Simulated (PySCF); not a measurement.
# C3H6N2Si: electronic excitations and core binding energies

Wanted: the electronic excitations and core binding energies of C3H6N2Si (`[SiH3]c1cn[nH]c1`), by calculation.

Programs: PySCF 2.14.0, with density-fitted response routines of our own. Each step states its level of theory. These are calculated values for one molecule in the gas phase, unless marked as measured. Atoms count from 0, in the outputs and in this text.

## 1. Starting geometry

12 atoms, charge 0, multiplicity 1; geometry from: GFN2-xTB.

Bonds of the start (Å): Si0–C1 1.87, C1–C2 1.41, C2–N3 1.31, N3–N4 1.33, N4–C5 1.35, C5–C1 1.38, Si0–H6 1.47, Si0–H7 1.46, Si0–H8 1.47, C2–H9 1.07, N4–H10 1.01, C5–H11 1.07.

## 2. TDDFT and polarisability: CAM-B3LYP/def2-SVPD

Job settings and geometry (Å):

```
{"job": {"kind": "uv", "xc": "CAM-B3LYP", "basis": "def2-SVPD", "nstates": 8, "ntriplets": 3}, "charge": 0, "multiplicity": 1}
Si    -1.979012    -0.063264     0.010784
C     -0.116712     0.069709    -0.001997
C      0.679569     1.235887     0.038341
N      1.963198     0.954918     0.021161
N      2.035853    -0.374451    -0.028753
C      0.816134    -0.946518    -0.044645
H     -2.422304    -0.652272     1.279096
H     -2.538930     1.279741    -0.144908
H     -2.410359    -0.924019    -1.095284
H      0.347646     2.253961     0.078701
H      2.937372    -0.824715    -0.051928
H      0.688742    -2.009663    -0.086596
```

With the program's defaults for keys left out, this is: TDDFT CAM-B3LYP/def2-SVPD, vertical, gas phase, core orbitals frozen in the response.

Run with:

```sh
OMP_NUM_THREADS=1 python probes_run.py task.json out
```

This one command runs all jobs of the session in turn.

Standard output:

```text
coarse grid: 10728 points
cycle   1  E = -516.4317113092  dE =  1.105e+00  |g| = 3.730e-01  |ddm| = 5.300e+00
cycle   2  E = -516.4315633010  dE =  1.480e-04  |g| = 4.205e-01  |ddm| = 1.367e+00
cycle   3  E = -516.4704900999  dE = -3.893e-02  |g| = 6.183e-02  |ddm| = 6.681e-01
cycle   4  E = -516.4712929090  dE = -8.028e-04  |g| = 2.428e-02  |ddm| = 1.423e-01
cycle   5  E = -516.4714330250  dE = -1.401e-04  |g| = 6.675e-03  |ddm| = 5.702e-02
cycle   6  E = -516.4714439923  dE = -1.097e-05  |g| = 1.911e-03  |ddm| = 1.345e-02
cycle   7  E = -516.4714449226  dE = -9.303e-07  |g| = 1.007e-03  |ddm| = 5.056e-03
final grid: 99768 points
cycle   8  E = -516.5447657019  dE = -2.387e-05  |g| = 2.630e-03  |ddm| = 7.808e-02
cycle   9  E = -516.5447660941  dE = -3.923e-07  |g| = 2.539e-03  |ddm| = 1.057e-02
cycle  10  E = -516.5447675538  dE = -1.460e-06  |g| = 3.656e-04  |ddm| = 3.944e-03
cycle  11  E = -516.5447675770  dE = -2.321e-08  |g| = 2.159e-04  |ddm| = 1.141e-03
cycle  12  E = -516.5447675880  dE = -1.099e-08  |g| = 3.305e-05  |ddm| = 5.200e-04
cycle  13  E = -516.5447675883  dE = -3.083e-10  |g| = 1.379e-05  |ddm| = 8.252e-05
converged SCF energy = -516.5447675883

Static polarisability (au): isotropic 72.695, principal 52.990 74.195 90.899

Singlet excitations
state   eV       nm        f      main configurations
  1   6.5894    188.2   0.08884   H->L 0.77, H-1->L 0.13
  2   6.7884    182.6   0.00643   H-2->L 0.80, H-2->L+5 0.13
  3   6.8650    180.6   0.01292   H-1->L 0.55, H->L 0.15, H->L+5 0.12
  4   6.8793    180.2   0.00384   H->L+1 0.80, H->L+2 0.10
  5   7.2955    169.9   0.00057   H-1->L+1 0.58, H-1->L+2 0.17, H->L+3 0.10
  6   7.5005    165.3   0.00469   H->L+2 0.38, H->L+3 0.28, H-1->L+1 0.09
  7   7.6008    163.1   0.04475   H->L+4 0.70, H->L+2 0.14
  8   7.8565    157.8   0.01083   H->L+3 0.43, H->L+2 0.19

Triplet excitations (Tamm-Dancoff, eV): 4.6222 5.3179 5.9928
```

Wall time 40 s (1 thread of Arm Neoverse N1, shared host); peak memory 0.74 GiB.

The orbitals next to the gap, with their largest atomic shares:

```csv
orbital,eV,atoms
HOMO−3,-11.22,"Si0 39 %, H7 34 %, H8 10 %"
HOMO−2,-9.73,"N3 60 %, C2 11 %, C1 9 %"
HOMO−1,-9.05,"C2 29 %, N4 27 %, N3 17 %"
HOMO,-8.60,"C1 28 %, C5 24 %, N3 20 %"
LUMO,1.08,"C5 22 %, N4 17 %, C1 14 %"
LUMO+1,1.20,"Si0 33 %, C5 18 %, H11 11 %"
LUMO+2,1.55,"Si0 34 %, H10 19 %, C5 9 %"
```

With each of the 8 states as a Gaussian band of 0.4 eV half-width at 1/e, the curve within the window shown has maxima at 187 nm (ε 4,300), 163 nm (ε 2,300) L/(mol cm). Beyond the last state computed it falls off for lack of states. The curve at chosen wavelengths:

```tsv
nm	ε (L/mol/cm)
152	526
154	888
156	1328
158	1775
161	2247
163	2330
165	2223
167	1996
169	1756
171	1612
174	1729
176	2055
178	2534
180	3087
182	3616
184	4026
187	4267
189	4143
191	3817
193	3342
195	2789
197	2223
200	1459
202	1047
204	724
206	483
```

Further results of this job:

```csv
property,computed
dipole moment (D),2.25
polarisability (Å³),10.77
HOMO–LUMO gap (eV),9.68
−ε(HOMO) (eV),8.60
```

## 3. Core-electron binding energies: SCAN, X2C

The job, as its differences from that of step 2:

```diff
@@ -1,2 +1,2 @@
-{"job": {"kind": "uv", "xc": "CAM-B3LYP", "basis": "def2-SVPD", "nstates": 8, "ntriplets": 3}, "charge": 0, "multiplicity": 1}
+{"job": {"kind": "xps"}, "charge": 0, "multiplicity": 1}
 Si    -1.979012    -0.063264     0.010784
```

Level: delta-SCF UKS SCAN, pcX-2 on the ionised atom, pcseg-1 elsewhere, spin-free X2C.

Standard output:

```text
ground state, core basis on atom 0 (Si), 160 functions
  cycle   1  E = -517.43591889  |g| = 4.52e-01
  cycle   2  E = -517.32211406  |g| = 7.82e-01
  cycle   3  E = -517.48463069  |g| = 1.62e-01
  cycle   4  E = -517.49052531  |g| = 6.10e-02
  cycle   5  E = -517.49142574  |g| = 1.68e-02
  cycle   6  E = -517.49146290  |g| = 1.12e-02
  cycle   7  E = -517.49149115  |g| = 2.44e-03
  cycle   8  E = -517.49149162  |g| = 8.07e-04
  cycle   9  E = -517.49149217  |g| = 7.69e-05
  E(ground) = -517.49317983 Eh
hole in Si 1s of atom 0
  cycle   1  E = -448.57452849  |g| = 4.35e+00
  cycle   2  E = -447.79990499  |g| = 2.49e+00
  cycle   3  E = -447.69267505  |g| = 1.80e+00
  cycle   4  E = -449.48899208  |g| = 5.31e-01
  cycle   5  E = -449.52537705  |g| = 4.39e-01
  cycle   6  E = -449.62564814  |g| = 9.19e-02
  cycle   7  E = -449.62956586  |g| = 2.67e-02
  cycle   8  E = -449.62979444  |g| = 1.54e-02
  cycle   9  E = -449.62990115  |g| = 3.45e-03
  cycle  10  E = -449.62990484  |g| = 2.28e-03
  cycle  11  E = -449.62990595  |g| = 4.45e-04
  E(ion) = -449.63956170 Eh   <S^2> = 0.7522   hole on atom = 1.000   binding energy = 1846.391 eV
hole in Si 2p of atom 0
  cycle   1  E = -513.23156512  |g| = 1.23e+00
  cycle   2  E = -512.75550248  |g| = 1.34e+00
  cycle   3  E = -513.30266617  |g| = 6.75e-01
  cycle   4  E = -513.52253214  |g| = 2.50e-01
  cycle   5  E = -513.54414579  |g| = 1.29e-01
  cycle   6  E = -513.55304033  |g| = 2.26e-02
  cycle   7  E = -513.55331384  |g| = 4.68e-03
  cycle   8  E = -513.55331137  |g| = 4.88e-03
  cycle   9  E = -513.55332524  |g| = 5.61e-04
  cycle  10  E = -513.55332511  |g| = 3.46e-04
  E(ion) = -513.56649931 Eh   <S^2> = 0.7521   hole on atom = 1.002   binding energy = 106.850 eV
  2p3/2 = 106.647 eV   2p1/2 = 107.270 eV
ground state, core basis on atom 1 (C), 149 functions
  cycle   1  E = -517.40012529  |g| = 6.12e-02
  cycle   2  E = -517.40012943  |g| = 2.61e-02
  cycle   3  E = -517.40014584  |g| = 2.52e-02
  cycle   4  E = -517.40028797  |g| = 6.67e-03
  cycle   5  E = -517.40030180  |g| = 2.21e-03
  cycle   6  E = -517.40030061  |g| = 1.43e-04
  E(ground) = -517.44398664 Eh
hole in C 1s of atom 1
  cycle   1  E = -506.16278802  |g| = 1.52e+00
  cycle   2  E = -504.98078400  |g| = 2.14e+00
  cycle   3  E = -506.53025631  |g| = 6.67e-01
  cycle   4  E = -506.62516265  |g| = 4.98e-01
  cycle   5  E = -506.74442136  |g| = 1.04e-01
  cycle   6  E = -506.74829377  |g| = 3.98e-02
  cycle   7  E = -506.74898780  |g| = 1.56e-02
  cycle   8  E = -506.74910598  |g| = 7.47e-03
  cycle   9  E = -506.74914767  |g| = 2.59e-03
  cycle  10  E = -506.74916540  |g| = 1.97e-03
  cycle  11  E = -506.74917092  |g| = 1.43e-03
  cycle  12  E = -506.74917349  |g| = 5.04e-04
  cycle  13  E = -506.74917598  |g| = 2.36e-04
  E(ion) = -506.79185232 Eh   <S^2> = 0.7801   hole on atom = 1.000   binding energy = 289.859 eV
ground state, core basis on atom 2 (C), 149 functions
  cycle   1  E = -517.40141550  |g| = 5.87e-02
  cycle   2  E = -517.40131205  |g| = 2.82e-02
  cycle   3  E = -517.40127588  |g| = 3.06e-02
  cycle   4  E = -517.40150700  |g| = 4.08e-03
  cycle   5  E = -517.40151082  |g| = 1.54e-03
  cycle   6  E = -517.40151117  |g| = 1.54e-04
  E(ground) = -517.44528500 Eh
hole in C 1s of atom 2
  cycle   1  E = -506.13820664  |g| = 1.52e+00
  cycle   2  E = -505.04420902  |g| = 2.07e+00
  cycle   3  E = -506.54675716  |g| = 5.86e-01
  cycle   4  E = -506.59992063  |g| = 4.88e-01
  cycle   5  E = -506.70801279  |g| = 1.28e-01
  cycle   6  E = -506.71168060  |g| = 8.14e-02
  cycle   7  E = -506.71508887  |g| = 1.72e-02
  cycle   8  E = -506.71524622  |g| = 7.65e-03
  cycle   9  E = -506.71528793  |g| = 2.99e-03
  cycle  10  E = -506.71530130  |g| = 2.39e-03
  cycle  11  E = -506.71530948  |g| = 1.22e-03
  cycle  12  E = -506.71531291  |g| = 6.38e-04
  cycle  13  E = -506.71531461  |g| = 2.72e-04
  E(ion) = -506.75728858 Eh   <S^2> = 0.7798   hole on atom = 1.000   binding energy = 290.835 eV
ground state, core basis on atom 3 (N), 149 functions
  cycle   1  E = -517.41200502  |g| = 7.50e-02
  cycle   2  E = -517.41188705  |g| = 3.22e-02
  cycle   3  E = -517.41179436  |g| = 3.82e-02
  cycle   4  E = -517.41211528  |g| = 6.07e-03
  cycle   5  E = -517.41212249  |g| = 1.78e-03
  cycle   6  E = -517.41212441  |g| = 2.50e-04
  E(ground) = -517.45473895 Eh
hole in N 1s of atom 3
  cycle   1  E = -501.80708620  |g| = 1.86e+00
  cycle   2  E = -499.25452928  |g| = 2.78e+00
  cycle   3  E = -502.00544100  |g| = 9.79e-01
  cycle   4  E = -502.36219913  |g| = 5.84e-01
  cycle   5  E = -502.51424096  |g| = 1.51e-01
  cycle   6  E = -502.51916530  |g| = 1.09e-01
  cycle   7  E = -502.52564696  |g| = 2.15e-02
  cycle   8  E = -502.52590932  |g| = 7.92e-03
  cycle   9  E = -502.52595052  |g| = 3.91e-03
  cycle  10  E = -502.52596771  |g| = 1.80e-03
  cycle  11  E = -502.52597848  |g| = 1.18e-03
  cycle  12  E = -502.52598236  |g| = 9.62e-04
  cycle  13  E = -502.52598456  |g| = 6.21e-04
  cycle  14  E = -502.52598754  |g| = 2.63e-04
  E(ion) = -502.56730991 Eh   <S^2> = 0.7796   hole on atom = 1.000   binding energy = 405.108 eV
ground state, core basis on atom 4 (N), 149 functions
  cycle   1  E = -517.41387746  |g| = 7.34e-02
  cycle   2  E = -517.41384239  |g| = 1.87e-02
  cycle   3  E = -517.41372421  |g| = 2.89e-02
  cycle   4  E = -517.41391473  |g| = 4.71e-03
  cycle   5  E = -517.41392156  |g| = 8.52e-04
  cycle   6  E = -517.41392170  |g| = 2.69e-04
  E(ground) = -517.45526973 Eh
hole in N 1s of atom 4
  cycle   1  E = -501.74343122  |g| = 1.87e+00
  cycle   2  E = -499.69456533  |g| = 2.70e+00
  cycle   3  E = -502.11539054  |g| = 7.80e-01
  cycle   4  E = -502.19133456  |g| = 6.91e-01
  cycle   5  E = -502.44935205  |g| = 1.24e-01
  cycle   6  E = -502.45474993  |g| = 4.97e-02
  cycle   7  E = -502.45532232  |g| = 3.68e-02
  cycle   8  E = -502.45604256  |g| = 5.91e-03
  cycle   9  E = -502.45606261  |g| = 3.21e-03
  cycle  10  E = -502.45606984  |g| = 1.48e-03
  cycle  11  E = -502.45607440  |g| = 8.70e-04
  cycle  12  E = -502.45607512  |g| = 5.79e-04
  cycle  13  E = -502.45607538  |g| = 4.08e-04
  E(ion) = -502.49640625 Eh   <S^2> = 0.7696   hole on atom = 1.000   binding energy = 407.051 eV
ground state, core basis on atom 5 (C), 149 functions
  cycle   1  E = -517.40097372  |g| = 5.79e-02
  cycle   2  E = -517.40088714  |g| = 2.51e-02
  cycle   3  E = -517.40071935  |g| = 3.50e-02
  cycle   4  E = -517.40102960  |g| = 6.56e-03
  cycle   5  E = -517.40104142  |g| = 9.63e-04
  cycle   6  E = -517.40103972  |g| = 4.31e-04
  E(ground) = -517.44495491 Eh
hole in C 1s of atom 5
  cycle   1  E = -506.11362796  |g| = 1.52e+00
  cycle   2  E = -504.68718399  |g| = 2.29e+00
  cycle   3  E = -506.46135099  |g| = 7.02e-01
  cycle   4  E = -506.57581705  |g| = 5.01e-01
  cycle   5  E = -506.69371060  |g| = 8.62e-02
  cycle   6  E = -506.69624973  |g| = 3.25e-02
  cycle   7  E = -506.69675987  |g| = 1.19e-02
  cycle   8  E = -506.69685359  |g| = 5.01e-03
  cycle   9  E = -506.69688100  |g| = 4.00e-03
  cycle  10  E = -506.69690478  |g| = 3.11e-03
  cycle  11  E = -506.69692013  |g| = 2.02e-03
  cycle  12  E = -506.69693344  |g| = 9.27e-04
  cycle  13  E = -506.69693531  |g| = 3.90e-04
  E(ion) = -506.73958763 Eh   <S^2> = 0.7873   hole on atom = 1.000   binding energy = 291.308 eV
```

Wall time 2.1 min (1 thread of Arm Neoverse N1, shared host); peak memory 0.6 GiB.

The holes in one table. −ε is the ground-state orbital energy:

```csv
hole,stands for,environment,ΔSCF (eV; 2p as the shell's mean),−ε (eV),⟨S²⟩
Si1s on Si0,Si0,"silicon bonded to C, 3 H",1846.39,1793.1,0.752
Si2p on Si0,Si0,"silicon bonded to C, 3 H",106.85,96.0,0.752
C1s on C1,C1,substituted aromatic carbon,289.86,273.4,0.780
C1s on C2,C2,aromatic CH next to a ring nitrogen,290.84,274.1,0.780
N1s on N3,N3,pyridine-type nitrogen of an azole,405.11,386.5,0.780
N1s on N4,N4,pyrrole-type ring nitrogen,407.05,388.3,0.770
C1s on C5,C5,aromatic CH next to a ring nitrogen,291.31,274.8,0.787
```

With the spin-orbit splitting: Si0 2p3/2 106.65, 2p1/2 107.27 eV. The table gives each 2p level as the mean over the whole 2p shell (two parts 2p3/2, one part 2p1/2), which differs a little from the single hole in the log.

## 4. Summary of results

| quantity | value |
| --- | --- |
| lowest singlet (CAM-B3LYP/def2-SVPD) | 6.59 eV (188 nm), f = 0.089 |
| lowest triplet | 4.62 eV |
| C1s binding energies, SCAN/pcX-2 | C5 291.31, C2 290.84, C1 289.86 eV |
| N1s binding energies, SCAN/pcX-2 | N4 407.05, N3 405.11 eV |
| Si1s binding energies, SCAN/pcX-2 | Si0 1846.39 eV |
| Si2p binding energies, SCAN/pcX-2 | Si0 106.85 eV |

**Reading.** The lowest singlet, at 6.59 eV, is HOMO→LUMO 0.77, HOMO−1→LUMO 0.13 and is bright. The lowest triplet lies 1.97 eV below the lowest singlet (triplets in Tamm-Dancoff, singlets in full TDDFT). The C1s levels kept as sound span 1.45 eV, from C1 (substituted aromatic carbon) up to C5 (aromatic CH next to a ring nitrogen). N4 (pyrrole-type ring nitrogen) binds its N1s electron 1.94 eV more tightly than N3 (pyridine-type nitrogen of an azole).
